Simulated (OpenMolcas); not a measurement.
# Pd³⁺ with 5 ligands (fluoride): CASSCF and CASPT2 levels and susceptibility

Aim: the ligand-field states of Pd³⁺ in this surrounding, its lowest levels with spin-orbit coupling and its magnetic susceptibility.

The numbers are computed with OpenMolcas 26.06 (state-averaged CASSCF and CASPT2, spin-orbit coupling by RASSI with atomic mean-field integrals), except any that are marked as measured or tabulated.

## (1) What is computed

```
Species                           : Pd³⁺ (palladium, Z = 46, 43 electrons)
Basis                             : ANO-RCC-VTZP [7s6p4d2f1g], 138 functions with the ligands
Scalar Hamiltonian                : DKH2, point nucleus
Inactive shells                   : 1s 2s 2p 3s 3p 3d 4s 4p of the metal, and all ligand shells
Active space                      : 7 electrons in 5 orbitals (4d)
Some configurations of this space : 4d7
Orbitals                          : optimised for each spin and parity, averaged over all roots
```

The outer shells:

4d7
```
4d [↑↓][↑↓][↑ ][↑ ][↑ ]
```

Pd³⁺ is taken with 5 ligands (fluoride) in square pyramid coordination (C4v) at 1.92 Å, the axial distance 2.189 Å. A charge of +0.4 e stands 2.4 Å behind each ligand. Ligand basis ANO-RCC-VDZP. The distances are assumed, not relaxed.

```xyz
6

Pd    0.0000    0.0000    0.0000
F     1.9200    0.0000    0.0000
F     0.0000    1.9200    0.0000
F    -1.9200    0.0000    0.0000
F     0.0000   -1.9200    0.0000
F     0.0000    0.0000    2.1888
```

Each step is its own input file, run in one work folder so that later steps find the files of earlier ones. Labels, J, g values, rates, χT and fits are worked out afterwards by a script from the matrices that RASSI stores.

## (2) GATEWAY and SEWARD: basis and integrals

Contents of a.inp:

```
&GATEWAY
Coord
6

Pd 0.0 0.0 0.0
F 1.920000 0.000000 0.000000
F 0.000000 1.920000 0.000000
F -1.920000 0.000000 0.000000
F 0.000000 -1.920000 0.000000
F 0.000000 0.000000 2.188800
Basis=Pd.ANO-RCC-VTZP,F.ANO-RCC-VDZP
Group=NoSym
NoMove
AngMom=0.0 0.0 0.0
AMFI
RICD
XField
5 Angstrom 0
4.320000 0.000000 0.000000 0.400000
0.000000 4.320000 0.000000 0.400000
-4.320000 0.000000 0.000000 0.400000
0.000000 -4.320000 0.000000 0.400000
0.000000 0.000000 4.588800 0.400000
&SEWARD
```

The run is started by

```bash
$ OMP_NUM_THREADS=1 MOLCAS_MEM=2457 MOLCAS_PROJECT=a pymolcas a.inp > a.log
```

## (3) CASSCF: quartets, 10 roots

Contents of a.inp:

```
&RASSCF
FileOrb=start.orb
Symmetry=1
Spin=4
nActEl=7 0 0
Inactive=43
Ras2=5
CIRoot=10 10 1
SDav=10
CIMx=300
Iter=150 100
PrWF=0.3
OrbListing=Nothing
MaxOrb=0
LevShft=1.0
>>> COPY $Project.JobIph JOB001
```

start.orb holds start orbitals that the driver prepared beforehand, or those of the step before.

## (4) Reference wave functions, doublets, 40 roots

Contents of a.inp:

```
&RASSCF
FileOrb=start.orb
Symmetry=1
Spin=2
nActEl=7 0 0
Inactive=43
Ras2=5
CIRoot=40 40 1
SDav=40
CIMx=300
Iter=150 100
PrWF=0.3
OrbListing=Nothing
MaxOrb=0
LevShft=1.0
>>> COPY $Project.JobIph JOB002
```

## (5) State interaction with spin-orbit coupling

Contents of a.inp:

```
&RASSI
NrOfJobIphs=2 10 40
1 2 3 4 5 6 7 8 9 10
1 2 3 4 5 6 7 8 9 10 11 12 13 14 15 16 17 18 19 20 21 22 23 24 25 26 27
28 29 30 31 32 33 34 35 36 37 38 39 40
IphNames
JOB001
JOB002
EJob
SpinOrbit
DIPRint=1.0
SOCoupling=1000.0
Subsets=2
Property=9
'ANGMOM' 1 'ANGMOM' 2 'ANGMOM' 3 'MLTPL  1' 1 'MLTPL  1' 2 'MLTPL  1' 3
'AMFI' 1 'AMFI' 2 'AMFI' 3
SOProperty=3
'ANGMOM' 1 'ANGMOM' 2 'ANGMOM' 3
```

## (6) CASPT2: IPEA 0.25, imaginary shift 0.1 (closed shells correlated: 4s 4p of the metal, with ligand shells; the Frozen line counts the rest)

Contents of a.inp:

```
>>> COPY JOB001 $Project.JobIph
&CASPT2
Multistate=10 1 2 3 4 5 6 7 8 9 10
NoMult
Frozen=19
IPEA=0.25
Imaginary=0.1
MaxIter=60
WThr=0.0 0.3 0.05
PrWF=0.5
NoMix
>>> COPY JOB002 $Project.JobIph
&CASPT2
Multistate=40 1 2 3 4 5 6 7 8 9 10 11 12 13 14 15 16 17 18 19 20 21 22
23 24 25 26 27 28 29 30 31 32 33 34 35 36 37 38 39 40
NoMult
Frozen=19
IPEA=0.25
Imaginary=0.1
MaxIter=60
WThr=0.0 0.3 0.05
PrWF=0.5
NoMix
```

(Steps that only read results are left out.)

Q: Predict the outcome of this session. Wanted: spin-free ground state; first state of the same spin within the active space; lowest level; next level.

The runs gave:

| quantity | value |
| --- | --- |
| method | SS-CASPT2, IPEA 0.25, imaginary shift 0.1 (closed shells correlated: 4s 4p of the metal, with ligand shells; the Frozen line counts the rest) |
| spin-free ground state | doublet, 1-fold in its orbital part |
| first state of the same spin within the active space | doublet at 9920 cm⁻¹ |
| lowest level | 2-fold, g = 1.96, 2.57, 2.57 |
| next level | 9061.5 cm⁻¹ |
| χT at 300 K | 0.57 cm³ K/mol |
| effective moment at 300 K | 2.13 μB |

Cost by method:

```csv
method,time of its own steps,time with the reference
A. CASSCF,68 s,68 s
"B. SS-CASPT2, IPEA 0.25, imaginary shift 0.1, +4s 4p",9 min,10 min
```

Times are of one thread on a shared host.

In words: The spin-free ground state (doublet) is 1-fold and has less than the highest spin computed. χT at 300 K is 0.57, against 0.38 cm³ K/mol for the spin alone, so orbital moment adds to it. With metal d orbitals alone active, the gaps between spin states are rough; where two lie within a few thousand cm-1, their order is open.
